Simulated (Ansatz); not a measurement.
MoPt2:

```
Pt Mo
1.0
    -1.37400    1.95750    4.11900
     1.37400   -1.95750    4.11900
     1.37400    1.95750   -4.11900
Pt Mo
2 1
Direct
  0.35300 0.35300 0.00000
  0.64700 0.64700 0.00000
  0.00000 0.00000 0.00000
```

- Program: Ansatz 0.2.0
- Task: single point
- Functional: PBEsol
- Potentials or basis: all-electron LAPW, scalar-relativistic
- Cutoff: 374 eV (chosen from the basis error)
- Basis error allowed: 0.001 eV/atom
- k mesh: 12 × 12 × 12
- Occupations: fermi-dirac, width 0.05 eV
- Spin: no spin polarisation

On this cell: pressure 11.4 GPa; largest force 4.939 eV/Å; band gap on the k mesh none (metal or under the smearing width).

The same run follows on a disturbed copy (atoms moved at random, drawn with an rms of 0.05 Å):

```xyz
3
Lattice="-1.3740 1.9575 4.1190 1.3740 -1.9575 4.1190 1.3740 1.9575 -4.1190" Properties=species:S:1:pos:R:3 pbc="T T T"
Pt    0.0195    0.0024    2.9019
Pt   -0.0091   -0.0058    5.3391
Mo    0.0032    0.0529   -0.0272
```

Q: What changes?

A: The energy (extrapolated to zero smearing) moves by -15.1 meV/atom; pressure 10.9 GPa; largest force 4.720 eV/Å; band gap on the k mesh none (metal or under the smearing width).

Forces on the atoms (eV/Å):
```
Pt  -0.069  0.402 -4.702
Pt   0.045  0.421  4.457
Mo   0.023 -0.824  0.246
```

Stress tensor (GPa, compression positive):
```
 2.83 -0.01  0.24
-0.01  4.92 -0.14
 0.24 -0.14 24.83
```

Caveats: forces of over 1 eV/Å show positions far from the minimum, so gaps and moduli don't describe the material at rest (some runs).
